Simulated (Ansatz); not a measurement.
# CeHf2O6: the cost of one run

Method: DFT PBE, scalar-relativistic, plane waves, PAW, in Ansatz 0.2.0.

## Step 1: The system as given

Symmetry: I4/mmm, No. 139, tetragonal system. Conventional cell: a = 3.884 Å, b = 3.884 Å, c = 16.478 Å, α = 90.00°, β = 90.00°, γ = 90.00°. Around Ce (site symmetry 4/mmm) lie 8 O at 2.38 Å. Around Hf (site symmetry 4mm) lie 8 O at 2.38 Å. O (site symmetry 2mm) has 2 Ce at 2.38 Å and 2 Hf at 2.38 Å as nearest neighbours. O (site symmetry -4m2) has 4 Hf at 2.38 Å as nearest neighbours.

As a file:

```cif
data_structure
_symmetry_space_group_name_H-M 'I4/mmm'
_symmetry_Int_Tables_number 139
_cell_length_a 3.8840
_cell_length_b 3.8840
_cell_length_c 16.4785
_cell_angle_alpha 90.000
_cell_angle_beta 90.000
_cell_angle_gamma 90.000
_cell_volume 248.59
loop_
_atom_site_label
_atom_site_type_symbol
_atom_site_symmetry_multiplicity
_atom_site_Wyckoff_symbol
_atom_site_fract_x
_atom_site_fract_y
_atom_site_fract_z
_atom_site_occupancy
Ce1 Ce 2 b 0.50000 0.50000 0.00000 1
Hf1 Hf 4 e 0.50000 0.50000 0.33333 1
O1 O 8 g 0.50000 0.00000 0.41667 1
O2 O 4 d 0.00000 0.50000 0.25000 1
```

The start is an ordering of an alloy on its end members' structure types: elements ordered on the sites of the CeO2 type, Hf/Ce on Ce (I4/mmm, No. 139).

## Step 2: Probe: one point on a coarse mesh

File input.yaml:

```yaml
crystal:
  lattice:
    - [-1.94200606, 1.94200606, 8.23923392]
    - [1.94200606, -1.94200606, 8.23923392]
    - [1.94200606, 1.94200606, -8.23923392]
  atoms:
    - { symbol: Ce, position: [0.5, 0.5, 0.0] }
    - { symbol: Hf, position: [0.83333333, 0.83333333, 0.0] }
    - { symbol: Hf, position: [0.16666667, 0.16666667, 0.0] }
    - { symbol: O, position: [0.41666667, 0.91666667, 0.5] }
    - { symbol: O, position: [0.08333333, 0.58333333, 0.5] }
    - { symbol: O, position: [0.75, 0.25, 0.5] }
    - { symbol: O, position: [0.58333333, 0.08333333, 0.5] }
    - { symbol: O, position: [0.25, 0.75, 0.5] }
    - { symbol: O, position: [0.91666667, 0.41666667, 0.5] }
basis:
  ecutwfc: 420
kpoints:
  mp_grid: { grid: [6, 6, 6] }
hamiltonian:
  xc: pbe
scf:
  occupations: { method: gaussian, width: 0.1 }
  lower_state_search: "off"
output:
  forces: true
  stress: true
  eigenvalues: true
```

On the command line:

```
ansatz run input.yaml --threads 1 --pin off --max-ram 2560MiB --backend cpu --events-out ev --progress --plain --runs-dir out
```

Q: Estimate wall time and peak memory on 1 thread of Intel Xeon at 2.70GHz, shared host.

About 18 s, with a peak of 0.53 GiB.
